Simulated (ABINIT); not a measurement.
Runs of ABINIT 10.8.3 (patched build) on Hf2Pd2Se2Br2O3. Symmetry: Cm, No. 8, monoclinic system. The conventional cell has a = 15.354 Å, b = 3.419 Å, c = 13.208 Å, α = 90.00°, β = 107.63°, γ = 90.00°. Hf (site symmetry m) has 3 O at 1.97 to 2.13 Å as nearest neighbours. Hf (site symmetry m) has 3 O at 1.87 to 2.09 Å as nearest neighbours. Pd (site symmetry m) has 2 O at 2.23 Å and 2 Se at 2.41 Å as nearest neighbours. Pd (site symmetry m) has 4 Se at 2.42 to 2.60 Å as nearest neighbours. Se (site symmetry m) is surrounded by 2 Pd at 2.42 Å and 1 Hf at 2.76 Å. Around Se (site symmetry m) lie 4 Pd at 2.41 to 2.60 Å. Br (site symmetry m) has 3 Hf at 2.82 to 3.06 Å and 3 O at 3.21 to 3.22 Å as nearest neighbours. Br (site symmetry m) is surrounded by 2 Hf at 2.73 Å. The cell was built by a generator and needn't be a form met in nature.

```tsv
task	level	potentials or basis	k mesh	cutoff (eV)	fine-grid cutoff	mesh quality	gap on the mesh (eV)	pressure (GPa)	largest force (eV/Å)
band structure	PBE	Ansatz PAW PBE generated set soft_1, frozen core	4 × 4 × 1	435	870.764 eV	coarse	0.89	0.0	0.07
single point	PBE	Ansatz PAW PBE generated set soft_1, frozen core	4 × 4 × 1	490	979.61 eV	coarse	0.89	0.0	0.07
single point	PBE	JTH PAW PBE v2.0	8 × 8 × 2	626	1224.51 eV	not flagged	(c)	-0.3	0.09
single point	LDA	Ansatz PAW PBE generated set soft_1, frozen core	4 × 4 × 1	490	979.61 eV	coarse	(b)	-4.3	(a)
single point	r2SCAN	Ansatz PAW PBE generated set soft_1, frozen core	4 × 4 × 1	490	979.61 eV	coarse	1.06	-	0.56
```

Alike in all rows: no spin polarisation; cell as given; smearing fermi-dirac 0.05 eV.

Q: Fill in the values left out.

A: (a) 0.69; (b) 0.84; (c) 0.83.

Caveats: some runs use coarse meshes; spin-orbit coupling is left out, which moves the levels of the heavy elements; the atomic spheres overlap (some runs); an odd mesh through Γ misses points on the zone boundary, where band edges often lie (some runs); the PAW data sets were made with another functional, which shifts forces and pressure a little (some runs); the mesh misses the band edges, which the band path finds closer together (some runs).

A k mesh can miss the band edges, and the runs leave out spin-orbit coupling on Br, Hf, Pd, Se.

Not every run made on this cell is shown here.
